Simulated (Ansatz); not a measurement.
LaAu3, space group P6_3/mmc, a projected density of states

With Ansatz 0.2.0, Python API.

Notebook, run cell by cell (the value of a cell's last expression is shown):

**Cell 1**
```python
import ansatz as az
import numpy as np

structure = (
    az.Lattice.from_parameters(6.68087, 6.68087, 4.69999, alpha=90, beta=90, gamma=120)
    .space_group(194)
    .atom('La', (2 / 3, 1 / 3, 0.25))
    .atom('Au', (0.150859, 0.849141, 0.25))
)

calc = (
    structure.calculation()
    .occupations('fermi_dirac')
    .kpoints(4, 4, 5, center='gamma')
    .functional('lda')
    .scf(extra_bands=22)
    .density_of_states(projected=True, energy_step=0.05)
)
planned = calc.session().plan(threads=1)
facts = planned.describe()
print('plan:', facts['n_bands'], 'bands,', len(facts['kpoints_frac']), 'k-points, plane waves', facts['n_pw_range'], 'grid', facts['fft_dense'])
done = planned.execute()
data = done.report
```
Output:
```text
DeckWarning: basis.ecutwfc = 420 eV, auto-derived from the records' recommended cutoffs: set by La (normal level)
plan: 90 bands, 12 k-points, plane waves [3546, 3567] grid [45, 45, 32]
```

**Cell 2**
```python
data['kpoints_frac'][:4]
```
Output:
```text
[[0.0, 0.0, 0.0], [0.0, 0.0, 0.2], [0.0, 0.0, 0.4], [0.0, 0.25, 0.0]]
```

**Cell 3**
```python
sorted(key for key in data if key.endswith('_ev'))
```
Output:
```text
['eigenvalues_ev', 'energy_sigma0_ev', 'entropy_ts_ev', 'fermi_energy_ev', 'free_energy_ev',
 'gap_by_band_count_ev', 'harris_foulkes_ev', 'internal_energy_ev', 'lagrangian_above_aufbau_ev',
 'lagrangian_ev', 'lagrangian_sigma0_ev', 'loop_eigenvalues_ev', 'loop_fermi_energy_ev',
 'occupations_fermi_energy_ev', 'residual_norms_ev']
```

**Cell 4**
```python
data['converged'], data['free_energy_ev']
```
Output:
```text
(True, -89346.94542767885)
```

**Cell 5**
```python
dos = done.density_of_states()
energy = np.asarray(dos.energies_ev) - dos.fermi_ev
curves = {}
for site in done.projected_density_of_states().sites:
    for shell in site.shells:
        weight = sum(np.sum(curve.g_bin_mean_per_ev, axis=0) for curve in shell.curves)
        name = f'{site.species} {shell.label}'
        curves[name] = curves.get(name, 0) + weight

print('E-EF   ' + ' '.join(f'{name:>8s}' for name in curves))
for e in np.arange(-8, 6 + 0.1, 1.0):
    print(f'{e:5.1f}  ' + ' '.join(f'{np.interp(e, energy, g):8.3f}' for g in curves.values()))
```
Output:
```text
E-EF      La 5S    La 6S    La 5P    La 5D    La 4F    Au 5S    Au 6S    Au 5P    Au 5D
 -8.0     0.000    0.000    0.000    0.000    0.000    0.000    0.000    0.000    0.000
 -7.0     0.022    0.162    0.083    0.137    0.002    0.019    1.917    0.009    0.166
 -6.0     0.036    0.375    0.053    0.557    0.015    0.015    2.014    0.014    4.184
 -5.0     0.012    0.131    0.056    0.420    0.043    0.002    0.353    0.009   13.385
 -4.0     0.009    0.226    0.135    1.267    0.079    0.002    0.652    0.018   21.762
 -3.0     0.004    0.235    0.090    0.548    0.104    0.002    0.813    0.016   15.704
 -2.0     0.000    0.241    0.023    0.391    0.022    0.001    0.684    0.009    1.570
 -1.0     0.000    0.156    0.032    0.841    0.085    0.002    1.245    0.011    0.969
  0.0     0.001    0.226    0.016    1.491    0.262    0.003    0.796    0.011    0.454
  1.0     0.002    0.213    0.017    3.405    0.888    0.008    0.307    0.016    0.641
  2.0     0.001    0.029    0.004    3.739  111.281    0.004    0.224    0.015    1.581
  3.0     0.006    0.231    0.001    1.501    0.505    0.002    0.067    0.003    0.192
  4.0     0.007    0.225    0.001    3.698    0.125    0.010    0.585    0.004    0.306
  5.0     0.000    0.000    0.000    0.000    0.000    0.000    0.000    0.000    0.000
  6.0     0.000    0.000    0.000    0.000    0.000    0.000    0.000    0.000    0.000
```

Total energies depend on the potentials; only differences at equal settings carry meaning. A total without «per atom» is that of the whole cell that was run. The mesh is modest for a metal, so energies can be off by several to tens of meV an atom and pressures by half a GPa or more; differences at equal mesh fare better. A gap by band count of zero or less means overlapping bands, a metal. This cell is a computed structure, which may not be the phase found in nature. Gaps and levels are Kohn-Sham values on a finite set of k-points, without spin-orbit coupling. Warnings are shown shortened and without file and line. Curves are summed over the cell's atoms. Only shells that the potentials hold have channels, so projections don't add up to the total, least of all where a shell is missing (p of most metals); heights and places of peaks move with the mesh. The computed bands are complete only to about 3.6 eV above the Fermi level; beyond that the density of states is undercounted. Run time: 5.3 s on 1 thread of AMD EPYC 9R45 96-Core Processor (Zen 5) (shared host), peak memory 0.58 GiB.
